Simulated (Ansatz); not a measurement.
# WC, space group Fm-3m: a cleavage or sliding curve

Program: the Ansatz DFT code, driven from Python.

Interactive session:
```pycon
>>> import ansatz
>>> import numpy as np
>>> vectors0 = np.array([
...     [0.0, 2.192684, 2.192684],
...     [2.192684, 0.0, 2.192684],
...     [2.192684, 2.192684, 0.0],
... ])
>>> sites = [
...     ("W", [0.0, 0.0, 0.0]),
...     ("C", [0.5, 0.5, 0.5]),
... ]
>>> def crystal_on(cell):
...     crystal = ansatz.Crystal(lattice=ansatz.Lattice.of(cell))
...     for symbol, position in sites:
...         crystal = crystal.atom(symbol, position)
...     return crystal
...
>>> block = crystal_on(vectors0).supercell(1, 1, 2).resolved()
>>> cell0 = np.array(block.lattice.vectors)
>>> xyz = np.array([site.position for site in block.sites]) @ cell0
>>> normal = np.cross(cell0[0], cell0[1])
>>> area = np.linalg.norm(normal)
>>> normal *= np.sign(normal @ cell0[2]) / area
>>> # the atoms stay where they are; only the third vector changes
>>> energies = []
>>> for amount in [0, 1.0, 2.0, 3.0, 5.0]:
...     cell = cell0.copy()
...     cell[2] += amount * normal
...     moved = ansatz.Crystal(lattice=ansatz.Lattice.of(cell))
...     for site, fraction in zip(block.sites, xyz @ np.linalg.inv(cell)):
...         moved = moved.atom(site.symbol, fraction)
...     model = moved.calculation().functional("pbesol").occupations("cold", width=0.1).kpoints(7, 7, 7)
...     energies.append(model.run().report["free_energy_ev"])
...     print(f"gap {amount:4.2f} A: {(energies[-1] - energies[0]) / area * 16.02177:8.4f} J/m^2")
...
DeckWarning: basis.ecutwfc = 420 eV, auto-derived from the records' recommended cutoffs: set by W (normal level)
gap 0.00 A:   0.0000 J/m^2
gap 1.00 A:   4.3702 J/m^2
gap 2.00 A:   6.7322 J/m^2
gap 3.00 A:   7.3743 J/m^2
gap 5.00 A:   7.5059 J/m^2
```

Reading the output:
- This cell is a computed structure, which may not be the phase found in nature.
- Levels are Kohn-Sham eigenvalues on this mesh, without spin-orbit coupling.
- Warnings are shown shortened and without file and line.
- The atoms are held rigidly, so these energies lie above those of relaxed faces or faults.
- It ran for 20 s on 1 thread of Arm Neoverse V2 (shared host), peak memory 0.45 GiB.

(Lines on the test bed's own set-up are left out of the output.)
